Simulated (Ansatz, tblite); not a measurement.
# AsH2(SiH3) (SiAsH₅): rung by rung, part 1 of 2

How do method and basis change the picture of AsH2(SiH3) (SiAsH₅) (singlet)?

The runs use Ansatz 0.2.0, Gaussian basis; as each input shows.

Plan: GFN1-xTB, GFN2-xTB, PBE-D4/def2-TZVP, r2SCAN-D4/def2-TZVP, LDA/def2-TZVP, r2SCANh-D4/def2-TZVP, ωB97X-V/def2-TZVP, HSE06-D4/def2-TZVP, r2SCAN0-D4/def2-TZVP, ωB97M-V/def2-TZVP, BHLYP-D4/def2-TZVP, PBE-D4/def2-SVP, PBE0-D4/def2-SVP, HF/STO-3G, PBE0-D4/def2-TZVPD, PBE-D4/def2-TZVPD, r2SCAN-D4/def2-TZVPD, CCSD(T)/def2-TZVPP, MP2/def2-TZVP, RPA/def2-TZVP, CCSD(T)/def2-TZVPD.

### Step 1. The geometry

The singlet was relaxed beforehand with r2SCAN-D4/def2-TZVP.

7 atoms, charge 0, spin multiplicity 1.

Bond lengths: As1–H2 1.522 Å, As1–H3 1.522 Å, As1–Si4 2.368 Å, Si4–H5 1.485 Å, Si4–H6 1.485 Å, Si4–H7 1.485 Å. Angles: H2–As1–H3 91.9°, H2–As1–Si4 91.8°, H3–As1–Si4 91.9°, As1–Si4–H5 113.6°, As1–Si4–H6 108.2°, As1–Si4–H7 108.1°, H5–Si4–H6 109.0°, H5–Si4–H7 109.0°, H6–Si4–H7 108.8°.

PBE0-D4/def2-TZVP was run before; its log isn't repeated, and its numbers join the tables.

### Step 2. GFN1-xTB

Tight binding, by tblite at 300 K electronic temperature and without a spin-polarisation term:

```python
tblite.interface.Calculator('GFN1-xTB', numbers, positions, charge=0, uhf=0).singlepoint()
```

Energy -188.1029 eV, HOMO -10.84 eV, LUMO -5.81 eV; 0.003 s.

### Step 3. GFN2-xTB

Tight binding, by tblite at 300 K electronic temperature and without a spin-polarisation term:

```python
tblite.interface.Calculator('GFN2-xTB', numbers, positions, charge=0, uhf=0).singlepoint()
```

Energy -180.6453 eV, HOMO -10.01 eV, LUMO -5.23 eV; 0.002 s.

### Step 4. PBE-D4/def2-TZVP

start.molden holds the orbitals of an earlier run on this state, given as this run's starting guess.

in.yaml reads:

```yaml
crystal:
  periodic: [false, false, false]
  atoms:
    - {symbol: As, position_ang: [0.611343, 1.016001, 1.047915]}
    - {symbol: H, position_ang: [1.815703, 1.023101, 0.117909]}
    - {symbol: H, position_ang: [-0.097941, 2.077273, 0.219648]}
    - {symbol: Si, position_ang: [-0.413122, -0.735831, -0.172021]}
    - {symbol: H, position_ang: [-0.391992, -0.528717, -1.642053]}
    - {symbol: H, position_ang: [-1.822698, -0.852827, 0.280056]}
    - {symbol: H, position_ang: [0.298698, -1.999000, 0.148536]}
basis:
  gaussian: {orbitals: def2-TZVP, initial_orbitals: start.molden}
hamiltonian: {xc: pbe, dispersion: d4}
scf: {omitted_lower_state_checks: [starts]}
output: {forces: true, orbitals: {seedname: orbitals}}
```

On the command line:

```console
$ ansatz run in.yaml --threads 4 --pin off --events-out ev --progress --plain --max-ram 3916MiB
```

The program printed:

```text
Functional definition: PBE
  name "PBE"
  cite "Perdew, Burke & Ernzerhof, Phys. Rev. Lett. 77, 3865 (1996) doi:10.1103/PhysRevLett.77.3865"
  parent pbe
  parameter kappa = 0.804
  parameter beta = 0.06672455060314922
  exchange = pbe_x(kappa = kappa, mu = beta*pi^2/3)
  correlation = pbe_c(beta = beta)
these checks for a lower state are left out or cut short: starts
845 factors; their error is unknown
mean field evaluation 1: about -68786.9500 eV, gradient 1.0e1 eV
mean field evaluation 2: about -68787.0263 eV, gradient 9.6e-2 eV
mean field evaluation 4: about -68787.0157 eV, gradient 8.7e-5 eV
mean field -68787.01571113 eV, -2527.8762018701 hartree, gradient 8.3e-6 eV, S^2 0.000000; 0 other end points of the search recorded, 0 dependent functions left out
the calculation of the forces begins
reference -68787.01575089 eV, -2527.8762033315 hartree; 26, 26 occupied and 89, 89 virtual orbitals, 845 factors
Total energy: -68787.14080690 eV, -2527.8807990551 hartree
Atom 0 at     0.611343     1.016001     1.047915 Å, force    -0.011134    -0.062937     0.403823 eV/Å
Atom 1 at     1.815703     1.023101     0.117909 Å, force     0.189617     0.006814    -0.162371 eV/Å
Atom 2 at    -0.097941     2.077273     0.219648 Å, force    -0.110381     0.167771    -0.146936 eV/Å
Atom 3 at    -0.413122    -0.735831    -0.172021 Å, force     0.025385     0.049067    -0.010389 eV/Å
Atom 4 at    -0.391992    -0.528717    -1.642053 Å, force    -0.003773     0.014682    -0.182749 eV/Å
Atom 5 at    -1.822698    -0.852827     0.280056 Å, force    -0.173740    -0.017847     0.056442 eV/Å
Atom 6 at     0.298698    -1.999000     0.148536 Å, force     0.084027    -0.157549     0.042179 eV/Å
Dipole moment:     0.005902     0.017918    -0.065200 e Å
Checks for a lower state left out: starts
```

Wall time 0.65 s (4 threads of Arm Neoverse V2, shared host).

Report: HOMO -6.51 eV, LUMO -0.64 eV.

### Step 5. r2SCAN-D4/def2-TZVP

Changes to in.yaml since step 4:

```diff
@@ -12,4 +12,4 @@
   gaussian: {orbitals: def2-TZVP, initial_orbitals: start.molden}
-hamiltonian: {xc: pbe, dispersion: d4}
+hamiltonian: {xc: r2scan, dispersion: d4}
 scf: {omitted_lower_state_checks: [starts]}
-output: {forces: true, orbitals: {seedname: orbitals}}
+output: {orbitals: {seedname: orbitals}}
```

Launched as before.

The program printed:

```text
Functional definition: r2SCAN
  name "r2SCAN"
  cite "Furness, Kaplan, Ning, Perdew & Sun, J. Phys. Chem. Lett. 11, 8208 (2020) doi:10.1021/acs.jpclett.0c02405"
  cite "Furness, Kaplan, Ning, Perdew & Sun, J. Phys. Chem. Lett. 11, 9248 (2020) doi:10.1021/acs.jpclett.0c03077"
  parent r2scan
  parameter k0 = 0.174
  parameter k1 = 0.065
  parameter a1 = 4.9479
  exchange = r2scan_x(k0 = k0, k1 = k1, a1 = a1)
  correlation = r2scan_c
these checks for a lower state are left out or cut short: starts
845 factors; their error is unknown
mean field evaluation 1: about -68799.5019 eV, gradient 7.3e0 eV
mean field evaluation 2: about -68799.5342 eV, gradient 4.8e-2 eV
mean field evaluation 4: about -68799.5238 eV, gradient 2.6e-5 eV
mean field -68799.52377038 eV, -2528.3358645693 hartree, gradient 5.7e-5 eV, S^2 0.000000; 0 other end points of the search recorded, 0 dependent functions left out
reference -68799.52378188 eV, -2528.3358649919 hartree; 26, 26 occupied and 89, 89 virtual orbitals, 845 factors
Total energy: -68799.55168921 eV, -2528.3368905675 hartree
Checks for a lower state left out: starts
```

Run time: 1.1 s. Hardware: 4 threads of Arm Neoverse V2, shared host.

Report: HOMO -6.77 eV, LUMO -0.33 eV.

### Step 6. LDA/def2-TZVP

Changes to in.yaml since step 5:

```diff
@@ -12,3 +12,3 @@
   gaussian: {orbitals: def2-TZVP, initial_orbitals: start.molden}
-hamiltonian: {xc: r2scan, dispersion: d4}
+hamiltonian: {xc: lda}
 scf: {omitted_lower_state_checks: [starts]}
```

The command is unchanged.

The program printed:

```text
Functional definition: SPW92
  name "SPW92"
  cite "Dirac, Proc. Camb. Phil. Soc. 26, 376 (1930) doi:10.1017/S0305004100016108"
  cite "Slater, Phys. Rev. 81, 385 (1951) doi:10.1103/PhysRev.81.385"
  cite "Perdew & Wang, Phys. Rev. B 45, 13244 (1992) doi:10.1103/PhysRevB.45.13244"
  exchange = slater_x
  correlation = pw_c
these checks for a lower state are left out or cut short: starts
845 factors; their error is unknown
mean field evaluation 1: about -68677.8396 eV, gradient 2.5e1 eV
mean field evaluation 2: about -68678.0855 eV, gradient 3.9e-1 eV
mean field evaluation 4: about -68678.0760 eV, gradient 9.5e-2 eV
mean field -68678.07605754 eV, -2523.8727434425 hartree, gradient 9.5e-6 eV, S^2 0.000000; 0 other end points of the search recorded, 0 dependent functions left out
reference -68678.07609474 eV, -2523.8727448099 hartree; 26, 26 occupied and 89, 89 virtual orbitals, 845 factors
Total energy: -68678.07609474 eV, -2523.8727448099 hartree
Checks for a lower state left out: starts
```

Run time: 0.35 s. Hardware: 4 threads of Arm Neoverse V2, shared host.

HOMO -6.63 eV, LUMO -0.86 eV.

### Step 7. r2SCANh-D4/def2-TZVP

Changes to in.yaml since step 6:

```diff
@@ -12,3 +12,3 @@
   gaussian: {orbitals: def2-TZVP, initial_orbitals: start.molden}
-hamiltonian: {xc: lda}
+hamiltonian: {xc: {name: r2SCANh}, dispersion: d4}
 scf: {omitted_lower_state_checks: [starts]}
```

Launched as before.

The program printed (excerpt; [...] marks lines left out):

```text
Functional definition: r2SCANh
  name "r2SCANh"
  cite "Bursch, Neugebauer, Ehlert & Grimme, J. Chem. Phys. 156, 134105 (2022) doi:10.1063/5.0086040"
  cite "Furness, Kaplan, Ning, Perdew & Sun, J. Phys. Chem. Lett. 11, 8208 (2020) doi:10.1021/acs.jpclett.0c02405"
  cite "Furness, Kaplan, Ning, Perdew & Sun, J. Phys. Chem. Lett. 11, 9248 (2020) doi:10.1021/acs.jpclett.0c03077"
  parent r2scan
[...]
857 factors; their error is unknown
[...]
mean field -68799.33742917 eV, -2528.3290166561 hartree, gradient 5.1e-5 eV, S^2 0.000000; 0 other end points of the search recorded, 0 dependent functions left out
reference -68799.33743973 eV, -2528.3290170443 hartree; 26, 26 occupied and 89, 89 virtual orbitals, 857 factors
Total energy: -68799.36760208 eV, -2528.3301254901 hartree
Checks for a lower state left out: starts
```

It took 1.2 s on 4 threads of Arm Neoverse V2, shared host.

Report: HOMO -7.16 eV, LUMO -0.05 eV.

### Step 8. ωB97X-V/def2-TZVP

Changes to in.yaml since step 7:

```diff
@@ -12,3 +12,3 @@
   gaussian: {orbitals: def2-TZVP, initial_orbitals: start.molden}
-hamiltonian: {xc: {name: r2SCANh}, dispersion: d4}
+hamiltonian: {xc: {name: wB97X-V}}
 scf: {omitted_lower_state_checks: [starts]}
```

Launched as before.

The program printed (excerpt; [...] marks lines left out):

```text
Functional definition: wB97X-V
  name "wB97X-V"
  cite "Mardirossian & Head-Gordon, Phys. Chem. Chem. Phys. 16, 9904 (2014) doi:10.1039/C3CP54374A"
  cite "Becke, J. Chem. Phys. 107, 8554 (1997) doi:10.1063/1.475007"
  cite "Vydrov & Van Voorhis, J. Chem. Phys. 133, 244103 (2010) doi:10.1063/1.3521275"
[...]
      + integral(e_c_pw_opposite_spin*poly(b97_u_opposite, cos0, cos1)) + vv10(b, c)
[...]
881 factors; their error is unknown
218 factors; integrals over basis functions are off by at most 1.3e-5 eV
[...]
mean field -68793.72194773 eV, -2528.1226515196 hartree, gradient 7.4e-5 eV, S^2 0.000000; 0 other end points of the search recorded, 0 dependent functions left out
reference -68793.72194583 eV, -2528.1226514498 hartree; 26, 26 occupied and 89, 89 virtual orbitals, 881 factors
Total energy: -68793.72194583 eV, -2528.1226514498 hartree
Checks for a lower state left out: starts
```

It took 1.8 s on 4 threads of Arm Neoverse V2, shared host.

HOMO -9.77 eV, LUMO 2.14 eV.

### Step 9. HSE06-D4/def2-TZVP

Changes to in.yaml since step 8:

```diff
@@ -12,3 +12,3 @@
   gaussian: {orbitals: def2-TZVP, initial_orbitals: start.molden}
-hamiltonian: {xc: {name: wB97X-V}}
+hamiltonian: {xc: hse06, dispersion: d4}
 scf: {omitted_lower_state_checks: [starts]}
```

Launched as before.

The program printed (excerpt; [...] marks lines left out):

```text
Functional definition: HSE06
  name "HSE06"
  cite "Heyd, Scuseria & Ernzerhof, J. Chem. Phys. 118, 8207 (2003) doi:10.1063/1.1564060"
  cite "Krukau, Vydrov, Izmaylov & Scuseria, J. Chem. Phys. 125, 224106 (2006) doi:10.1063/1.2404663"
  cite "Heyd & Scuseria, J. Chem. Phys. 120, 7274 (2004) doi:10.1063/1.1668634"
  cite "Ernzerhof & Perdew, J. Chem. Phys. 109, 3313 (1998) doi:10.1063/1.476928"
  cite "Perdew, Burke & Ernzerhof, Phys. Rev. Lett. 77, 3865 (1996) doi:10.1103/PhysRevLett.77.3865"
  parent pbe
[...]
  # The whole range is PBE's own exchange, as in plane waves. The composition of these papers is wPBEh.
[...]
911 factors; their error is unknown
67 factors; integrals over basis functions are off by at most 1.1e-6 eV
[...]
mean field -68789.57881115 eV, -2527.9703940587 hartree, gradient 6.6e-5 eV, S^2 0.000000; 0 other end points of the search recorded, 0 dependent functions left out
reference -68789.57885087 eV, -2527.9703955183 hartree; 26, 26 occupied and 89, 89 virtual orbitals, 911 factors
Total energy: -68789.67751477 eV, -2527.9740213496 hartree
Checks for a lower state left out: starts
```

Run time: 0.75 s. Hardware: 4 threads of Arm Neoverse V2, shared host.

HOMO -7.17 eV, LUMO -0.20 eV.

### Step 10. r2SCAN0-D4/def2-TZVP

Changes to in.yaml since step 9:

```diff
@@ -12,3 +12,3 @@
   gaussian: {orbitals: def2-TZVP, initial_orbitals: start.molden}
-hamiltonian: {xc: hse06, dispersion: d4}
+hamiltonian: {xc: {name: r2SCAN0}, dispersion: d4}
 scf: {omitted_lower_state_checks: [starts]}
```

Same command.

The program printed (excerpt; [...] marks lines left out):

```text
Functional definition: r2SCAN0
  name "r2SCAN0"
  cite "Bursch, Neugebauer, Ehlert & Grimme, J. Chem. Phys. 156, 134105 (2022) doi:10.1063/5.0086040"
  cite "Furness, Kaplan, Ning, Perdew & Sun, J. Phys. Chem. Lett. 11, 8208 (2020) doi:10.1021/acs.jpclett.0c02405"
  cite "Furness, Kaplan, Ning, Perdew & Sun, J. Phys. Chem. Lett. 11, 9248 (2020) doi:10.1021/acs.jpclett.0c03077"
  parent r2scan
[...]
911 factors; their error is unknown
[...]
mean field -68799.08170536 eV, -2528.3196189795 hartree, gradient 8.4e-5 eV, S^2 0.000000; 0 other end points of the search recorded, 0 dependent functions left out
reference -68799.08171453 eV, -2528.3196193163 hartree; 26, 26 occupied and 89, 89 virtual orbitals, 911 factors
Total energy: -68799.11540524 eV, -2528.3208574271 hartree
Checks for a lower state left out: starts
```

It took 1.3 s on 4 threads of Arm Neoverse V2, shared host.

Report: HOMO -7.74 eV, LUMO 0.36 eV.

### Step 11. ωB97M-V/def2-TZVP

Changes to in.yaml since step 10:

```diff
@@ -12,3 +12,3 @@
   gaussian: {orbitals: def2-TZVP, initial_orbitals: start.molden}
-hamiltonian: {xc: {name: r2SCAN0}, dispersion: d4}
+hamiltonian: {xc: {name: wB97M-V}}
 scf: {omitted_lower_state_checks: [starts]}
```

Same command.

The program printed (excerpt; [...] marks lines left out):

```text
Functional definition: wB97M-V
  name "wB97M-V"
  cite "Mardirossian & Head-Gordon, J. Chem. Phys. 144, 214110 (2016) doi:10.1063/1.4952647"
  cite "Becke, J. Chem. Phys. 107, 8554 (1997) doi:10.1063/1.475007"
  cite "Vydrov & Van Voorhis, J. Chem. Phys. 133, 244103 (2010) doi:10.1063/1.3521275"
  # Of w^i u^j: cxij and so on, Table III.
[...]
  gx(w, u) = 1 - cx + cx01*u + cx10*w
  gss(w, u) = css00 + css04*u^4 + css10*w + css20*w^2 + css43*w^4*u^3
  gos(w, u) = cos00 + cos10*w + (cos20 + cos21*u)*w^2 + (cos60 + cos61*u)*w^6
[...]
      + integral(e_c_pw_mod_opposite_spin*gos(b97_w_opposite, b97_u_opposite)) + vv10(b, c)
[...]
876 factors; their error is unknown
218 factors; integrals over basis functions are off by at most 1.3e-5 eV
[...]
mean field -68796.02088233 eV, -2528.2071358078 hartree, gradient 1.1e-5 eV, S^2 0.000000; 0 other end points of the search recorded, 0 dependent functions left out
reference -68796.02092829 eV, -2528.2071374969 hartree; 26, 26 occupied and 89, 89 virtual orbitals, 876 factors
Total energy: -68796.02092829 eV, -2528.2071374969 hartree
Checks for a lower state left out: starts
```

It took 2.4 s on 4 threads of Arm Neoverse V2, shared host.

Report: HOMO -9.63 eV, LUMO 1.83 eV.

### Step 12. BHLYP-D4/def2-TZVP

Changes to in.yaml since step 11:

```diff
@@ -12,3 +12,3 @@
   gaussian: {orbitals: def2-TZVP, initial_orbitals: start.molden}
-hamiltonian: {xc: {name: wB97M-V}}
+hamiltonian: {xc: {name: BHLYP}, dispersion: d4}
 scf: {omitted_lower_state_checks: [starts]}
```

Launched as before.

The program printed:

```text
Functional definition: BHLYP
  name "BHLYP"
  cite "Becke, J. Chem. Phys. 98, 1372 (1993) doi:10.1063/1.464304"
  cite "Becke, Phys. Rev. A 38, 3098 (1988) doi:10.1103/PhysRevA.38.3098"
  cite "Lee, Yang & Parr, Phys. Rev. B 37, 785 (1988) doi:10.1103/PhysRevB.37.785"
  parameter a = 0.5
  exchange = (1 - a)*b88_x + a*exact_x
  correlation = lyp_c
these checks for a lower state are left out or cut short: starts
956 factors; their error is unknown
mean field evaluation 1: about -68799.4361 eV, gradient 8.9e0 eV
mean field evaluation 2: about -68799.5093 eV, gradient 1.1e-1 eV
mean field evaluation 4: about -68800.0807 eV, gradient 5.5e-4 eV
mean field -68800.08065841 eV, -2528.3563298271 hartree, gradient 1.3e-5 eV, S^2 0.000000; 0 other end points of the search recorded, 0 dependent functions left out
reference -68800.08083161 eV, -2528.3563361921 hartree; 26, 26 occupied and 89, 89 virtual orbitals, 956 factors
Total energy: -68800.25146757 eV, -2528.3626069477 hartree
Checks for a lower state left out: starts
```

Wall time 0.75 s (4 threads of Arm Neoverse V2, shared host).

HOMO -8.47 eV, LUMO 1.02 eV.

### Step 13. PBE-D4/def2-SVP

Changes to in.yaml since step 12:

```diff
@@ -11,4 +11,4 @@
 basis:
-  gaussian: {orbitals: def2-TZVP, initial_orbitals: start.molden}
-hamiltonian: {xc: {name: BHLYP}, dispersion: d4}
+  gaussian: {orbitals: def2-SVP, initial_orbitals: start.molden}
+hamiltonian: {xc: pbe, dispersion: d4}
 scf: {omitted_lower_state_checks: [starts]}
```

Launched as before.

The program printed:

```text
Functional definition: PBE
  name "PBE"
  cite "Perdew, Burke & Ernzerhof, Phys. Rev. Lett. 77, 3865 (1996) doi:10.1103/PhysRevLett.77.3865"
  parent pbe
  parameter kappa = 0.804
  parameter beta = 0.06672455060314922
  exchange = pbe_x(kappa = kappa, mu = beta*pi^2/3)
  correlation = pbe_c(beta = beta)
these checks for a lower state are left out or cut short: starts
849 factors; their error is unknown
mean field evaluation 1: about -68776.6113 eV, gradient 7.6e0 eV
mean field evaluation 2: about -68776.7095 eV, gradient 9.7e-2 eV
mean field evaluation 4: about -68776.6399 eV, gradient 9.4e-5 eV
mean field -68776.63985045 eV, -2527.4948960231 hartree, gradient 8.6e-6 eV, S^2 0.000000; 0 other end points of the search recorded, 0 dependent functions left out
reference -68776.63988025 eV, -2527.4948971184 hartree; 26, 26 occupied and 49, 49 virtual orbitals, 849 factors
Total energy: -68776.76493626 eV, -2527.4994928420 hartree
Checks for a lower state left out: starts
```

Run time: 0.4 s. Hardware: 4 threads of Arm Neoverse V2, shared host.

HOMO -6.47 eV, LUMO -0.38 eV.

### Step 14. PBE0-D4/def2-SVP

Changes to in.yaml since step 13:

```diff
@@ -12,3 +12,3 @@
   gaussian: {orbitals: def2-SVP, initial_orbitals: start.molden}
-hamiltonian: {xc: pbe, dispersion: d4}
+hamiltonian: {xc: pbe0, dispersion: d4}
 scf: {omitted_lower_state_checks: [starts]}
```

Same command.

The program printed:

```text
Functional definition: PBE0
  name "PBE0"
  cite "Adamo & Barone, J. Chem. Phys. 110, 6158 (1999) doi:10.1063/1.478522"
  cite "Perdew, Burke & Ernzerhof, Phys. Rev. Lett. 77, 3865 (1996) doi:10.1103/PhysRevLett.77.3865"
  parent pbe
  parameter a = 0.25
  parameter kappa = 0.804
  parameter beta = 0.06672455060314922
  exchange = (1 - a)*pbe_x(kappa = kappa, mu = beta*pi^2/3) + a*exact_x
  correlation = pbe_c(beta = beta)
these checks for a lower state are left out or cut short: starts
738 factors; integrals over basis functions are off by at most 1.2e-3 eV
mean field evaluation 1: about -68779.3720 eV, gradient 3.8e0 eV
mean field evaluation 2: about -68779.3952 eV, gradient 2.5e-2 eV
mean field evaluation 4: about -68779.4157 eV, gradient 1.5e-4 eV
mean field -68779.41565951 eV, -2527.5969051245 hartree, gradient 1.4e-5 eV, S^2 0.000000; 0 other end points of the search recorded, 0 dependent functions left out
reference -68779.41568198 eV, -2527.5969059504 hartree; 26, 26 occupied and 49, 49 virtual orbitals, 738 factors
Total energy: -68779.52080121 eV, -2527.6007690108 hartree
Checks for a lower state left out: starts
```

Wall time 0.5 s (4 threads of Arm Neoverse V2, shared host).

From the report: HOMO -7.56 eV, LUMO 0.45 eV.

### Step 15. HF/STO-3G

Changes to in.yaml since step 14:

```diff
@@ -11,4 +11,4 @@
 basis:
-  gaussian: {orbitals: def2-SVP, initial_orbitals: start.molden}
-hamiltonian: {xc: pbe0, dispersion: d4}
+  gaussian: {orbitals: STO-3G}
+hamiltonian: {xc: hf}
 scf: {omitted_lower_state_checks: [starts]}
```

Launched as before.

The program printed:

```text
Functional definition: HF
  name "HF"
  cite "Fock, Z. Phys. 61, 126 (1930) doi:10.1007/BF01340294"
  parent pbe
  exchange = exact_x
  correlation = 0
these checks for a lower state are left out or cut short: starts
341 factors; integrals over basis functions are off by at most 3.3e-5 eV
mean field evaluation 1: about -67968.1934 eV, gradient 9.4e0 eV
mean field evaluation 2: about -67968.2052 eV, gradient 9.4e0 eV
mean field evaluation 4: about -67968.6429 eV, gradient 4.5e-1 eV
mean field evaluation 8: about -67968.6442 eV, gradient 1.5e-5 eV
mean field -67968.64415047 eV, -2497.8016017281 hartree, gradient 1.6e-5 eV, S^2 0.000000; 0 other end points of the search recorded, 0 dependent functions left out
reference -67968.64415047 eV, -2497.8016017281 hartree; 26, 26 occupied and 6, 6 virtual orbitals, 341 factors
Total energy: -67968.64415047 eV, -2497.8016017281 hartree
Checks for a lower state left out: starts
```

It took 0.1 s on 4 threads of Arm Neoverse V2, shared host.

Report: HOMO -7.25 eV, LUMO 9.43 eV.

### Step 16. PBE0-D4/def2-TZVPD

Changes to in.yaml since step 15:

```diff
@@ -11,4 +11,4 @@
 basis:
-  gaussian: {orbitals: STO-3G}
-hamiltonian: {xc: hf}
+  gaussian: {orbitals: def2-TZVPD, initial_orbitals: start.molden}
+hamiltonian: {xc: pbe0, dispersion: d4}
 scf: {omitted_lower_state_checks: [starts]}
```

The command is unchanged.

The program printed:

```text
Functional definition: PBE0
  name "PBE0"
  cite "Adamo & Barone, J. Chem. Phys. 110, 6158 (1999) doi:10.1063/1.478522"
  cite "Perdew, Burke & Ernzerhof, Phys. Rev. Lett. 77, 3865 (1996) doi:10.1103/PhysRevLett.77.3865"
  parent pbe
  parameter a = 0.25
  parameter kappa = 0.804
  parameter beta = 0.06672455060314922
  exchange = (1 - a)*pbe_x(kappa = kappa, mu = beta*pi^2/3) + a*exact_x
  correlation = pbe_c(beta = beta)
these checks for a lower state are left out or cut short: starts
988 factors; their error is unknown
mean field evaluation 1: about -68789.4925 eV, gradient 7.3e0 eV
mean field evaluation 2: about -68789.5111 eV, gradient 4.3e-2 eV
mean field evaluation 4: about -68789.7509 eV, gradient 1.2e-4 eV
mean field -68789.75085387 eV, -2527.9767165118 hartree, gradient 2.5e-5 eV, S^2 0.000000; 0 other end points of the search recorded, 0 dependent functions left out
reference -68789.75088485 eV, -2527.9767176504 hartree; 26, 26 occupied and 116, 116 virtual orbitals, 988 factors
Total energy: -68789.85600408 eV, -2527.9805807109 hartree
Checks for a lower state left out: starts
```

Wall time 0.95 s (4 threads of Arm Neoverse V2, shared host).

HOMO -7.58 eV, LUMO -0.14 eV.

(Continued in part 2 of 2.)
